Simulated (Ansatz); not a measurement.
# C₂H₃BrFGa: a ladder of functionals and wavefunction methods

An exercise on one series of results from a longer session: the logs are not shown, and one member is left open.

Computed with Ansatz 0.2.0, Gaussian basis. Level: functionals in def2-TZVPP, the program's frozen cores in correlated methods.

The runs, in order: LDA (SPW92), PBE-D4, revPBE-D4, BLYP-D4, r2SCAN-D4, B97M-V, PBE0-D4, B3LYP-D4, r2SCANh-D4, r2SCAN0-D4, HSE06-D4, BHLYP-D4, CAM-B3LYP-D4, LC-ωPBE, ωB97X-V, ωB97M-V, B2PLYP, PBE-QIDH; CCSD(T)/def2-SVP; CCSD(T)/def2-TZVPP; MP2/def2-QZVPP; extrapolation to the limit; RPA on PBE.

## The geometry

The geometry comes from an earlier relaxation with PBE0-D4 in a triple-zeta def2 set; it is a stationary point, not always the lowest conformer.

8 atoms, charge 0, spin multiplicity 1.

Atoms are counted from 1 here; the program's logs count them from 0.

Bond lengths: C1–C2 1.331 Å, C1–H6 1.088 Å, C1–H7 1.086 Å, C2–Ga3 1.926 Å, C2–H8 1.086 Å, Ga3–F4 1.752 Å, Ga3–Br5 2.270 Å. Angles: C2–C1–H6 121.7°, C2–C1–H7 122.1°, H6–C1–H7 116.2°, C1–C2–Ga3 119.8°, C1–C2–H8 120.0°, Ga3–C2–H8 120.2°, C2–Ga3–F4 117.9°, C2–Ga3–Br5 128.3°, F4–Ga3–Br5 113.8°.

Set-up of the first run:

in.yaml

```yaml
crystal:
  periodic: [false, false, false]
  atoms:
    - {symbol: C, position_ang: [-0.928545, -0.539636, 1.011014]}
    - {symbol: C, position_ang: [0.123706, 0.211397, 0.695674]}
    - {symbol: Ga, position_ang: [0.693445, 0.338323, -1.140078]}
    - {symbol: F, position_ang: [-0.213041, -0.556908, -2.342776]}
    - {symbol: Br, position_ang: [2.430813, 1.522657, -1.995595]}
    - {symbol: H, position_ang: [-1.276777, -0.633397, 2.037007]}
    - {symbol: H, position_ang: [-1.488454, -1.093106, 0.262987]}
    - {symbol: H, position_ang: [0.658853, 0.750660, 1.471766]}
basis:
  gaussian: {orbitals: def2-TZVPP}
hamiltonian: {xc: lda}
output: {orbitals: {seedname: orbitals}}
```

Started as:

```
$ ansatz run in.yaml --threads 4 --pin off --events-out ev --progress --plain --max-ram 10444MiB
```

Among the steps run: LDA; PBE-D4 (GGA); revPBE-D4 (GGA); BLYP-D4 (GGA); r2SCAN-D4 (meta-GGA); B97M-V (meta-GGA); PBE0-D4 (hybrid); B3LYP-D4 (hybrid); r2SCANh-D4 (hybrid); r2SCAN0-D4 (hybrid); HSE06-D4 (hybrid); BHLYP-D4 (hybrid); CAM-B3LYP-D4 (range-separated); LC-ωPBE (range-separated); ωB97X-V (range-separated); ωB97M-V (range-separated); B2PLYP (double hybrid); PBE-QIDH (double hybrid).

One table of the session follows, with a row left open; its other results are not shown here.

It belongs to the step «Frontier levels by functional». 

| functional | HOMO (eV) | LUMO (eV) | gap (eV) |
| --- | --- | --- | --- |
| LDA (SPW92) | -7.41 | -2.96 | 4.45 |
| PBE-D4 | -7.24 | -2.67 | 4.56 |
| revPBE-D4 | -7.17 | -2.56 | 4.62 |
| BLYP-D4 | -7.07 | -2.56 | 4.51 |
| r2SCAN-D4 | -7.57 | -2.51 | 5.06 |
| B97M-V | -7.63 | -2.50 | 5.13 |
| PBE0-D4 | ? | ? | ? |
| B3LYP-D4 | -8.28 | -2.05 | 6.23 |
| r2SCANh-D4 | -8.05 | -2.19 | 5.86 |
| r2SCAN0-D4 | -8.77 | -1.72 | 7.05 |
| HSE06-D4 | -8.15 | -2.18 | 5.97 |
| BHLYP-D4 | -9.67 | -0.92 | 8.75 |
| CAM-B3LYP-D4 | -9.88 | -0.81 | 9.07 |
| LC-ωPBE | -11.27 | 0.35 | 11.61 |
| ωB97X-V | -10.90 | 0.25 | 11.15 |
| ωB97M-V | -10.77 | 0.10 | 10.86 |

Estimate the missing values for PBE0-D4.

As computed: HOMO (eV): -8.55; LUMO (eV): -1.81; gap (eV): 6.74. In the column «HOMO (eV)» it lies between r2SCAN0-D4 (-8.77) and B3LYP-D4 (-8.28).
